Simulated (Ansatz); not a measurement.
Write a Python script for Ansatz 0.2.0 through its Python package that makes a single point of LaPt₂, space group Fd-3m. Settings: LDA, PAW, the default cutoff (420 eV here), 5×5×5 k-points, Gaussian smearing of 0.1 eV.

```
La Pt
1.0
     0.00000    3.88700    3.88700
     3.88700    0.00000    3.88700
     3.88700    3.88700    0.00000
La Pt
2 4
Direct
  0.00000 0.00000 0.00000
  0.25000 0.25000 0.25000
  0.62500 0.62500 0.62500
  0.12500 0.62500 0.62500
  0.62500 0.62500 0.12500
  0.62500 0.12500 0.62500
```

`scf_lapt2.py`
```python
"""Self-consistent field of LaPt2 at the given structure."""

import ansatz as az
from ase import Atoms
from ase.io import write
import numpy as np
import pandas as pd


def main() -> None:
    xtal = (
        az.Lattice.of([0.0, 3.887, 3.887], [3.887, 0.0, 3.887], [3.887, 3.887, 0.0])
        .atom("La", [0.0, 0.0, 0.0])
        .atom("La", [0.25, 0.25, 0.25])
        .atom("Pt", [0.625, 0.625, 0.625])
        .atom("Pt", [0.125, 0.625, 0.625])
        .atom("Pt", [0.625, 0.625, 0.125])
        .atom("Pt", [0.625, 0.125, 0.625])
    )

    # functional, basis and sampling
    setup = xtal.calculation()
    setup = setup.functional("LDA").pseudopotentials("paw")
    setup = setup.kpoints(5).occupations(az.OccupationsMethod.GAUSSIAN, width=0.1)
    setup = setup.stress().bader_charges()
    setup = setup.density_of_states(energy_step=0.1, projected=True).forces()
    planned = setup.session().plan(threads=1)
    facts = planned.describe()
    print("plan:", facts["n_bands"], "bands,", len(facts["kpoints_frac"]), "k-points, plane waves", facts["n_pw_range"], "grid", facts["fft_dense"])
    out = planned.execute()
    report = out.report

    energy = report["free_energy_ev"]
    print("LaPt2: {:.6f} eV = {:.6f} Ry = {:.6f} Ha".format(energy, energy / 13.605693, energy / 27.211386))
    print("Fermi level {:.4f} eV, {} k-points, {} symmetry operations".format(report["fermi_energy_ev"], report["n_kpoints"], report["n_symmetry_ops"]))

    image = Atoms([s.symbol for s in out.lattice.sites], positions=[s.position_ang for s in out.lattice.sites], cell=out.lattice.cell_ang, pbc=True)
    write("final.extxyz", image)

    # pressure is a third of the trace
    sigma = report["stress_gpa"]
    voigt = [sigma[0][0], sigma[1][1], sigma[2][2], sigma[1][2], sigma[0][2], sigma[0][1]]
    print("stress xx yy zz yz xz xy (GPa):", " ".join(f"{s:.3f}" for s in voigt))
    print("P =", round(10 * float(np.mean(voigt[:3])), 2), "kbar")

    basins = out.bader_charges()
    frame = pd.DataFrame([(a.symbol, a.partial_charge_e, a.basin.volume_ang3) for a in basins.atoms], columns=["atom", "charge (e)", "volume (A^3)"])
    print(frame.round(3).to_string())
    print("sum of charges", round(frame["charge (e)"].sum(), 4), " sum of volumes", round(frame["volume (A^3)"].sum(), 3))

    # first and second moments of the projected d states
    dos = out.density_of_states()
    energy = np.asarray(dos.energies_ev) - dos.fermi_ev
    window = (energy > -10) & (energy < 3)
    for index, site in enumerate(out.projected_density_of_states().sites):
        for shell in site.shells:
            if shell.l == 2:
                g = sum(np.sum(part.g_bin_mean_per_ev, axis=0) for part in shell.curves)[window]
                if g.sum() > 1e-6:
                    centre = (g * energy[window]).sum() / g.sum()
                    width = np.sqrt((g * (energy[window] - centre) ** 2).sum() / g.sum())
                    print(f"site {index} {site.species} {shell.label}: centre {centre:.3f} eV, rms width {width:.3f} eV")

    # forces, one row an atom
    print("forces (eV/A)")
    for site, force in zip(out.lattice.sites, report["forces_ev_ang"]):
        print(f"  {site.symbol:2s} {force[0]:9.4f} {force[1]:9.4f} {force[2]:9.4f}")


if __name__ == "__main__":
    main()
```

```console
$ python scf_lapt2.py
DeckWarning: basis.ecutwfc = 420 eV, auto-derived from the records' recommended cutoffs: set by La (normal level)
plan: 57 bands, 10 k-points, plane waves [2269, 2313] grid [40, 40, 40]
LaPt2: -61138.745839 eV = -4493.614977 Ry = -2246.807489 Ha
Fermi level 19.0773 eV, 10 k-points, 48 symmetry operations
stress xx yy zz yz xz xy (GPa): -5.139 -5.139 -5.139 0.000 -0.000 -0.000
P = -51.39 kbar
  atom  charge (e)  volume (A^3)
0   La       1.414        19.561
1   La       1.414        19.561
2   Pt      -0.707        19.583
3   Pt      -0.707        19.583
4   Pt      -0.707        19.583
5   Pt      -0.707        19.583
sum of charges -0.0  sum of volumes 117.456
site 0 La 5D: centre -0.852 eV, rms width 2.553 eV
site 1 La 5D: centre -0.852 eV, rms width 2.553 eV
site 2 Pt 5D: centre -3.192 eV, rms width 1.841 eV
site 3 Pt 5D: centre -3.192 eV, rms width 1.841 eV
site 4 Pt 5D: centre -3.192 eV, rms width 1.841 eV
site 5 Pt 5D: centre -3.192 eV, rms width 1.841 eV
forces (eV/A)
  La    0.0000    0.0000   -0.0000
  La    0.0000    0.0000   -0.0000
  Pt    0.0000   -0.0000   -0.0000
  Pt    0.0000   -0.0000    0.0000
  Pt    0.0000   -0.0000    0.0000
  Pt    0.0000   -0.0000   -0.0000
```
(Warnings from the package without file and line.)

File `final.extxyz` afterwards:
```text
6
Lattice="0.0 3.887 3.887 3.887 0.0 3.887 3.887 3.887 0.0" Properties=species:S:1:pos:R:3 pbc="T T T"
La       0.00000000       0.00000000       0.00000000
La       1.94350000       1.94350000       1.94350000
Pt       4.85875000       4.85875000       4.85875000
Pt       4.85875000       2.91525000       2.91525000
Pt       2.91525000       2.91525000       4.85875000
Pt       2.91525000       4.85875000       2.91525000
```

What to keep in mind:
- Total energies depend on the potentials; only differences at equal settings carry meaning. A total without «per atom» is that of the cell as typed.
- The mesh is modest for a metal, so energies can be off by several to tens of meV an atom and pressures by half a GPa or more; differences at equal mesh fare better.
- Only differences from the Fermi energy are physical; the zero of the scale is a convention.
- Projections exist only for the shells that the potentials hold, some of them semicore, and samples at single energies can miss narrow peaks.
- Bader volumes count only the part of each basin above a small density, so their sum can fall short of the cell.
- Spin-orbit coupling, which matters for elements this heavy, is left out.
- At these settings the cell as given stands under about -5 GPa, so it isn't at this functional's equilibrium volume.
- The starting cell is as deposited in a crystallographic database; the results hold for this polymorph, which needn't be the stable one.
- The computed bands are complete only to about 1.8 eV above the Fermi level; beyond that the density of states is undercounted.
- A band centre counts only the states inside the window taken.
- The whole script took 26 s on 1 thread of Arm Neoverse V2, with other jobs on the host, peak memory 0.55 GiB.

(Lines on the test bed's own set-up are left out of the output.)
